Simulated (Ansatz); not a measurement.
# Br (sc type): the cost of one run

Computed with Ansatz 0.2.0 (DFT LDA, with the methods named in each step, unless a step's input says otherwise).

1 further run of the same task is left out (it didn't finish). Runs told in other sessions of the task aren't counted.

## 1. The structure to begin with

It takes space group Pm-3m (No. 221, cubic). The conventional cell has a = 3.078 Å, b = 3.078 Å, c = 3.078 Å, α = 90.00°, β = 90.00°, γ = 90.00°. Br (site symmetry m-3m) is surrounded by 6 Br at 3.08 Å.

Coordinates:

```
CELL_PARAMETERS angstrom
3.07796 0.00000 0.00000
0.00000 3.07796 0.00000
0.00000 0.00000 3.07796
ATOMIC_POSITIONS crystal
Br 0.00000 0.00000 0.00000
```

Whether this phase is the stable one at these pressures isn't tested.

## 2. Cell relaxed at zero pressure, PAW

Contents of input.yaml:

```yaml
crystal:
  lattice:
    - [3.077956704, 0.0, 0.0]
    - [0.0, 3.077956704, 0.0]
    - [0.0, 0.0, 3.077956704]
  atoms:
    - { symbol: Br, position: [0.0, 0.0, 0.0] }
kpoints:
  mp_grid: { grid: [12, 12, 12] }
scf:
  occupations: { method: fermi_dirac, width: 0.1 }
hamiltonian:
  xc: lda
  pseudopotentials: { kind: paw }
output:
  forces: true
  stress: true
relax:
  f_tol: 0.005
  max_steps: 40
  cell: {}
```

Launch:

```bash
> ansatz run input.yaml --threads 1 --pin off --max-ram 2048MiB --backend cpu --events-out ev --progress --plain --runs-dir out
```

What time and memory should one allow on 1 thread of Arm Neoverse V1, shared host?

About 5.4 s, with a peak of 0.27 GiB.
